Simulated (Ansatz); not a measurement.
# AlH3O3: the cost of one run

Method: RKS r2SCAN-D4/def2-SVP, in Ansatz 0.2.0.

## Step 1: The starting structure

Bond lengths: Al1–O2 1.780 Å, O2–H3 1.010 Å, Al1–O4 1.780 Å, O4–H5 1.010 Å, Al1–O6 1.780 Å, O6–H7 1.010 Å. Angles: Al1–O2–H3 109.5°, O2–Al1–O4 120.0°, O2–Al1–O6 120.0°, O4–Al1–O6 120.0°, Al1–O4–H5 109.5°, Al1–O6–H7 109.5°.

Structure file:

```xyz
7

Al    0.0000    0.0000    0.0000
O     0.0000    0.0000    1.7800
H    -0.9095   -0.2814    2.1171
O     1.5415    0.0000   -0.8900
H     1.8414   -0.9519   -1.0449
O    -1.5415    0.0000   -0.8900
H    -2.0512   -0.8467   -0.6815
```

## Step 2: Preparing the start

input.yaml

```yaml
crystal:
  periodic: [false, false, false]
  atoms:
    - { symbol: Al, position_ang: [0.0, 0.0, 0.0] }
    - { symbol: O, position_ang: [0.0, 0.0, 1.78] }
    - { symbol: H, position_ang: [-0.9095, -0.2814, 2.1171] }
    - { symbol: O, position_ang: [1.5415, 0.0, -0.89] }
    - { symbol: H, position_ang: [1.8414, -0.9519, -1.0449] }
    - { symbol: O, position_ang: [-1.5415, 0.0, -0.89] }
    - { symbol: H, position_ang: [-2.0512, -0.8467, -0.6815] }
basis:
  gaussian: { orbitals: def2-SVP }
hamiltonian:
  xc: r2scan
  dispersion: d4
relax:
  f_tol: 0.02
  max_steps: 40
output:
  orbitals: {}
```

Run with:

```
$ ansatz run input.yaml --threads 1 --pin off --max-ram 2048MiB --backend cpu --events-out ev --progress --plain --runs-dir out
```

What time and memory should one allow on 1 thread of Intel Xeon 6975P-C (Granite Rapids), shared host?

About 17 s, with a peak of 0.17 GiB.
